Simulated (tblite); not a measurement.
# F12Li2P2: the cost of one run

Programs: tblite 0.8.0 and PySCF 2.14.0, with routines of our own; each step states its level. All values are computed. Atoms count from 0.

### 1 The starting structure

16 atoms, charge 0, multiplicity 1; geometry from: force field, distance geometry or constructed start.

### 2 Optimising the geometry with GFN2-xTB

What the job is given:

```
{"job": {"kind": "relax", "xc": "GFN2-xTB", "basis": "xTB"}, "charge": 0, "multiplicity": 1}
F      0.759700    -3.029300    -1.931100
P      0.136300    -1.556700    -1.083500
F      1.688000    -0.747900    -1.060300
F     -1.261500    -2.293200    -0.914200
F      0.661100    -2.280800     0.248000
F     -0.744900    -0.590600    -2.124500
F     -0.047700    -2.790400    -2.327900
F     -2.949600     0.147300     2.569700
P     -1.670800     0.331500     1.307500
F     -1.563100    -1.373600     0.963800
F     -1.603900     1.879700     1.672900
F     -0.659200     0.017900     2.493200
F     -2.329900     0.923900    -0.113400
F     -3.194900     0.854400     2.025700
Li    -0.002200     0.005100     0.000200
Li     0.979600     1.594500     0.332200
```

Launch:

```bash
> OMP_NUM_THREADS=1 python large_run.py task.json out
```

One launch serves the whole session: the jobs run in the order shown.

**Question.** How long does this first job take on 1 thread of AMD EPYC 7R13, shared host, and how much memory does it need?

About 2 s, with a peak of 0.19 GiB.
